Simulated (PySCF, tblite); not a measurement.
# C8H6O2: a rotation path, then NMR shifts on frames, part 2 of 2

tblite 0.8.0 and PySCF 2.14.0. Atoms count from 0. The steps go on from the part before.

**5. Nuclear shieldings: image 4, PBE0/pcSseg-1**

Job settings and geometry (Å):

```
{"job": {"kind": "nmr", "xc": "PBE0", "basis": "pcSseg-1", "pop": false}, "charge": 0, "multiplicity": 1}
C      3.091300    -2.177400    -0.860300
C      2.327200    -1.343700    -0.443900
C      1.501600    -0.360100     0.038700
C      0.271400     0.061200     0.370200
C     -1.150300    -0.244300     0.471900
O     -1.677900    -0.743300     1.430600
O     -1.782500     0.119000    -0.652200
C     -3.176100    -0.154700    -0.714400
C      1.369400     0.992400     0.558100
C      1.866400     2.150800     0.906200
H      3.748900    -2.912000    -1.216200
H     -3.615600     0.596900    -1.366200
H     -3.331300    -1.152900    -1.129000
H     -3.613700    -0.106600     0.284800
H      1.243100     2.935500     1.295800
H      2.920400     2.348200     0.817000
```

Method: GIAO PBE0/pcSseg-1 NMR shielding, non-relativistic, gas phase.

What it wrote:

```text
coarse grid: 14584 points
cycle   1  E = -457.8801229846  dE =  2.085e+00  |g| = 9.529e-01  |ddm| = 4.138e+00
cycle   2  E = -457.3782993611  dE =  5.018e-01  |g| = 1.865e+00  |ddm| = 2.388e+00
cycle   3  E = -458.0369742255  dE = -6.587e-01  |g| = 3.424e-01  |ddm| = 1.782e+00
cycle   4  E = -458.0589402941  dE = -2.197e-02  |g| = 1.190e-01  |ddm| = 3.569e-01
cycle   5  E = -458.0613623333  dE = -2.422e-03  |g| = 3.293e-02  |ddm| = 9.910e-02
cycle   6  E = -458.0615471175  dE = -1.848e-04  |g| = 1.632e-02  |ddm| = 3.632e-02
cycle   7  E = -458.0616093815  dE = -6.226e-05  |g| = 4.285e-03  |ddm| = 1.575e-02
cycle   8  E = -458.0616133044  dE = -3.923e-06  |g| = 1.314e-03  |ddm| = 4.564e-03
final grid: 144312 points
cycle   9  E = -458.1442924331  dE = -2.058e-05  |g| = 1.327e-02  |ddm| = 7.332e-02
cycle  10  E = -458.1442408320  dE =  5.160e-05  |g| = 2.110e-02  |ddm| = 2.687e-02
cycle  11  E = -458.1443236930  dE = -8.286e-05  |g| = 3.604e-03  |ddm| = 1.789e-02
cycle  12  E = -458.1443264618  dE = -2.769e-06  |g| = 6.680e-04  |ddm| = 3.010e-03
cycle  13  E = -458.1443265591  dE = -9.725e-08  |g| = 1.517e-04  |ddm| = 6.355e-04
cycle  14  E = -458.1443265625  dE = -3.480e-09  |g| = 9.962e-05  |ddm| = 2.057e-04
cycle  15  E = -458.1443265648  dE = -2.220e-09  |g| = 2.306e-05  |ddm| = 1.001e-04
cycle  16  E = -458.1443265649  dE = -1.168e-10  |g| = 7.115e-06  |ddm| = 2.727e-05
converged SCF energy = -458.1443265649

GIAO shielding tensors (ppm)
atom      isotropic    diamagn.    paramagn.     s11        s22        s33       span
  0 C       75.397     261.836    -186.438     29.935     33.142    163.115    133.180
  1 C      113.723     244.065    -130.342     15.898     22.152    303.119    287.222
  2 C       57.145     247.750    -190.605    -37.273     30.069    178.638    215.911
  3 C       40.319     242.262    -201.943    -74.185     22.807    172.333    246.518
  4 C       16.321     254.034    -237.713    -87.961     62.293     74.631    162.592
  5 O     -126.250     403.089    -529.339   -441.676   -249.735    312.662    754.337
  6 O      135.080     404.023    -268.943    -57.370    220.394    242.215    299.585
  7 C      134.451     241.349    -106.897     97.758    124.751    180.844     83.086
  8 C       60.589     259.881    -199.292    -49.572     46.508    184.830    234.402
  9 C      119.232     257.970    -138.738     43.453    133.085    181.158    137.705
 10 H       27.638      34.241      -6.603     24.647     25.018     33.248      8.601
 11 H       27.908      27.103       0.806     23.856     26.367     33.502      9.646
 12 H       28.087      27.325       0.762     23.461     26.239     34.563     11.102
 13 H       26.572      27.318      -0.746     23.021     25.498     31.197      8.176
 14 H       27.478      31.684      -4.206     24.638     26.405     31.393      6.755
 15 H       27.560      28.245      -0.684     24.551     26.601     31.528      6.977
```

Wall time 80 s (1 thread, shared host).

Key values: δ C4 170.6, C3 146.6, C2 129.8, C8 126.3, H13 5.15, H14 4.24 ppm.

**6. Shielding tensors: image 6, PBE0/pcSseg-1**

Job settings and geometry (Å):

```
{"job": {"kind": "nmr", "xc": "PBE0", "basis": "pcSseg-1", "pop": false}, "charge": 0, "multiplicity": 1}
C      2.814600    -2.069100    -1.135300
C      2.137200    -1.224900    -0.603600
C      1.413300    -0.224700    -0.009100
C      0.236100     0.275300     0.407300
C     -1.202400     0.101500     0.484800
O     -1.872900     0.283100     1.469100
O     -1.683500    -0.286000    -0.708900
C     -3.083600    -0.507800    -0.788000
C      1.427400     1.037000     0.720200
C      2.055100     2.081700     1.195300
H      3.394400    -2.811200    -1.596200
H     -3.381900    -0.279600    -1.808900
H     -3.299200    -1.552500    -0.554600
H     -3.607100     0.136000    -0.078100
H      1.523900     2.865200     1.705200
H      3.121100     2.184800     1.091800
```

With the program's defaults for keys left out, this is: GIAO PBE0/pcSseg-1 NMR shielding, non-relativistic, gas phase.

What it wrote:

```text
coarse grid: 14584 points
cycle   1  E = -457.8847241227  dE =  2.079e+00  |g| = 9.480e-01  |ddm| = 4.135e+00
cycle   2  E = -457.3961700621  dE =  4.886e-01  |g| = 1.841e+00  |ddm| = 2.481e+00
cycle   3  E = -458.0399389111  dE = -6.438e-01  |g| = 3.430e-01  |ddm| = 1.874e+00
cycle   4  E = -458.0616402779  dE = -2.170e-02  |g| = 1.194e-01  |ddm| = 3.479e-01
cycle   5  E = -458.0639783818  dE = -2.338e-03  |g| = 3.576e-02  |ddm| = 1.007e-01
cycle   6  E = -458.0641947584  dE = -2.164e-04  |g| = 1.769e-02  |ddm| = 4.020e-02
cycle   7  E = -458.0642686070  dE = -7.385e-05  |g| = 4.196e-03  |ddm| = 1.819e-02
cycle   8  E = -458.0642721659  dE = -3.559e-06  |g| = 1.496e-03  |ddm| = 4.450e-03
final grid: 144312 points
cycle   9  E = -458.1467853839  dE = -2.006e-05  |g| = 1.351e-02  |ddm| = 7.223e-02
cycle  10  E = -458.1467307617  dE =  5.462e-05  |g| = 2.153e-02  |ddm| = 2.840e-02
cycle  11  E = -458.1468178123  dE = -8.705e-05  |g| = 3.634e-03  |ddm| = 1.902e-02
cycle  12  E = -458.1468206962  dE = -2.884e-06  |g| = 6.756e-04  |ddm| = 3.033e-03
cycle  13  E = -458.1468207977  dE = -1.015e-07  |g| = 1.535e-04  |ddm| = 6.561e-04
cycle  14  E = -458.1468208013  dE = -3.615e-09  |g| = 9.900e-05  |ddm| = 2.089e-04
cycle  15  E = -458.1468208035  dE = -2.222e-09  |g| = 2.210e-05  |ddm| = 1.065e-04
cycle  16  E = -458.1468208036  dE = -1.111e-10  |g| = 6.347e-06  |ddm| = 2.683e-05
converged SCF energy = -458.1468208036

GIAO shielding tensors (ppm)
atom      isotropic    diamagn.    paramagn.     s11        s22        s33       span
  0 C       71.034     261.951    -190.916     28.903     31.602    152.597    123.694
  1 C      112.869     244.917    -132.048     14.408     21.632    302.568    288.160
  2 C       50.102     246.467    -196.364    -48.375     17.297    181.385    229.760
  3 C       43.067     240.998    -197.931    -65.926     27.311    167.815    233.741
  4 C       21.336     253.558    -232.222    -85.449     65.207     84.249    169.698
  5 O     -110.609     403.740    -514.349   -392.517   -262.894    323.585    716.102
  6 O      135.368     403.998    -268.629    -49.484    219.397    236.192    285.676
  7 C      134.575     241.459    -106.884     99.134    124.176    180.415     81.281
  8 C       60.964     261.538    -200.574    -49.476     46.623    185.746    235.222
  9 C      115.800     257.857    -142.058     37.722    128.173    181.505    143.783
 10 H       27.353      34.302      -6.949     24.511     25.066     32.483      7.972
 11 H       27.938      27.305       0.633     23.957     26.337     33.520      9.563
 12 H       28.081      27.354       0.727     23.560     26.170     34.511     10.951
 13 H       26.633      27.406      -0.773     22.874     25.810     31.215      8.341
 14 H       27.270      31.194      -3.924     24.370     26.269     31.171      6.800
 15 H       27.421      28.495      -1.074     24.515     26.470     31.277      6.763
```

It took 75 s on 1 thread, shared host.

Key values: δ C4 165.6, C3 143.9, C2 136.8, C8 126.0, H13 5.08, H14 4.45 ppm.

**7. Nuclear shieldings: image 8, PBE0/pcSseg-1**

Job settings and geometry (Å):

```
{"job": {"kind": "nmr", "xc": "PBE0", "basis": "pcSseg-1", "pop": false}, "charge": 0, "multiplicity": 1}
C      2.697500    -1.926300    -1.366700
C      2.062700    -1.095000    -0.765400
C      1.385700    -0.130100    -0.068000
C      0.224700     0.430400     0.325100
C     -1.221100     0.395200     0.273000
O     -1.957200     1.152400     0.857400
O     -1.638200    -0.601400    -0.531900
C     -3.040700    -0.754800    -0.677100
C      1.444800     1.040900     0.802400
C      2.130500     1.931500     1.473500
H      3.229600    -2.658700    -1.897000
H     -3.206600    -1.209300    -1.651200
H     -3.427100    -1.405500     0.110500
H     -3.535700     0.216500    -0.612400
H      1.636700     2.703800     2.036400
H      3.206600     1.919400     1.482500
```

Method: GIAO PBE0/pcSseg-1 NMR shielding, non-relativistic, gas phase.

What it wrote:

```text
coarse grid: 14584 points
cycle   1  E = -457.8890803000  dE =  2.066e+00  |g| = 9.440e-01  |ddm| = 4.149e+00
cycle   2  E = -457.4339312837  dE =  4.551e-01  |g| = 1.792e+00  |ddm| = 2.674e+00
cycle   3  E = -458.0441791366  dE = -6.102e-01  |g| = 3.360e-01  |ddm| = 2.034e+00
cycle   4  E = -458.0648103326  dE = -2.063e-02  |g| = 1.157e-01  |ddm| = 3.367e-01
cycle   5  E = -458.0669880023  dE = -2.178e-03  |g| = 3.489e-02  |ddm| = 9.368e-02
cycle   6  E = -458.0671936579  dE = -2.057e-04  |g| = 1.737e-02  |ddm| = 3.956e-02
cycle   7  E = -458.0672651394  dE = -7.148e-05  |g| = 3.893e-03  |ddm| = 1.814e-02
cycle   8  E = -458.0672681169  dE = -2.977e-06  |g| = 1.454e-03  |ddm| = 4.132e-03
final grid: 144312 points
cycle   9  E = -458.1495637043  dE = -1.945e-05  |g| = 1.343e-02  |ddm| = 7.661e-02
cycle  10  E = -458.1495078982  dE =  5.581e-05  |g| = 2.161e-02  |ddm| = 2.892e-02
cycle  11  E = -458.1495957400  dE = -8.784e-05  |g| = 3.703e-03  |ddm| = 1.970e-02
cycle  12  E = -458.1495986668  dE = -2.927e-06  |g| = 6.805e-04  |ddm| = 3.083e-03
cycle  13  E = -458.1495987691  dE = -1.023e-07  |g| = 1.502e-04  |ddm| = 6.702e-04
cycle  14  E = -458.1495987725  dE = -3.469e-09  |g| = 9.974e-05  |ddm| = 1.981e-04
cycle  15  E = -458.1495987747  dE = -2.185e-09  |g| = 2.194e-05  |ddm| = 1.029e-04
cycle  16  E = -458.1495987748  dE = -1.061e-10  |g| = 6.287e-06  |ddm| = 2.521e-05
converged SCF energy = -458.1495987748

GIAO shielding tensors (ppm)
atom      isotropic    diamagn.    paramagn.     s11        s22        s33       span
  0 C       66.829     262.622    -195.793     26.407     31.687    142.395    115.987
  1 C      111.863     244.771    -132.908     12.781     20.945    301.862    289.080
  2 C       43.570     245.559    -201.989    -57.690      5.377    183.022    240.712
  3 C       46.215     239.276    -193.061    -57.388     32.195    163.839    221.227
  4 C       26.015     253.013    -226.998    -80.743     70.824     87.964    168.706
  5 O     -112.689     404.291    -516.980   -378.023   -272.532    312.487    690.510
  6 O      137.565     403.947    -266.382    -47.836    229.526    231.005    278.841
  7 C      134.404     241.468    -107.063    100.415    122.978    179.820     79.404
  8 C       61.673     262.474    -200.801    -49.291     47.507    186.804    236.095
  9 C      112.669     258.294    -145.625     33.130    123.325    181.551    148.421
 10 H       27.065      34.469      -7.405     24.408     25.059     31.728      7.320
 11 H       27.901      27.512       0.390     23.794     26.544     33.367      9.573
 12 H       28.064      27.275       0.789     23.788     25.877     34.527     10.740
 13 H       26.757      27.448      -0.691     23.042     25.790     31.440      8.398
 14 H       27.075      31.116      -4.041     24.049     26.234     30.942      6.893
 15 H       27.308      28.591      -1.283     24.439     26.408     31.077      6.638
```

Wall time 79 s (1 thread, shared host).

In short: δ C4 160.9, C2 143.4, C3 140.7, C8 125.3, H13 4.96, H10 4.65 ppm.

**8. Run by run: NMR shifts**

Shifts (ppm) of some atoms, chosen among heavy atoms and hydrogens apart, with basis size and wall time:

```csv
frame,C4,C2,C0,H10,H14,O5,O6,functions,time
image 0,161.2,148.8,122.2,4.81,4.49,460.4,209.4,200,81 s
image 2,165.5,140.5,117.4,4.47,4.36,464.3,202.8,200,71 s
image 4,170.6,129.8,111.5,4.08,4.24,462.3,201.0,200,80 s
image 6,165.6,136.8,115.9,4.36,4.45,446.7,200.7,200,75 s
image 8,160.9,143.4,120.1,4.65,4.64,448.8,198.5,200,79 s
```

**9. Summary of results**

This closing draws on all 2 parts.

```
                                       quantity                                                    value
                                        barrier                       0.091 eV (2.1 kcal/mol) at image 4
                          end to end (GFN2-xTB)                                                 0.014 eV
13C shifts against TMS (PBE0/pcSseg-1, image 0)  161.2, 148.8, 140.1, 125.1, 122.2, 74.8, 72.8, 52.6 ppm
 1H shifts against TMS (PBE0/pcSseg-1, image 0)                   4.98, 4.81, 4.49, 4.35, 3.82, 3.70 ppm
17O shifts against H2O (PBE0/pcSseg-1, image 0)                                         460.4, 209.4 ppm
                       range of the shift of C2                                       129.8 to 148.8 ppm
```

Along the band the dihedral turns by 181°, and the top (dihedral 89°) lies 2.1 kcal/mol above the start (GFN2-xTB, rough), so at room temperature this motion is fast. Ends this close can change order at a higher level. The top was not checked by a frequency run. Shifts at one fixed geometry are not the observed spectrum, which averages over the motion. In the first frame run (image 0): The widest tensor belongs to O5: span 749 ppm, with a paramagnetic part of -528 ppm. Across the 5 runs the shift of C2 moves most, between 129.8 (image 4) and 148.8 ppm (image 0).
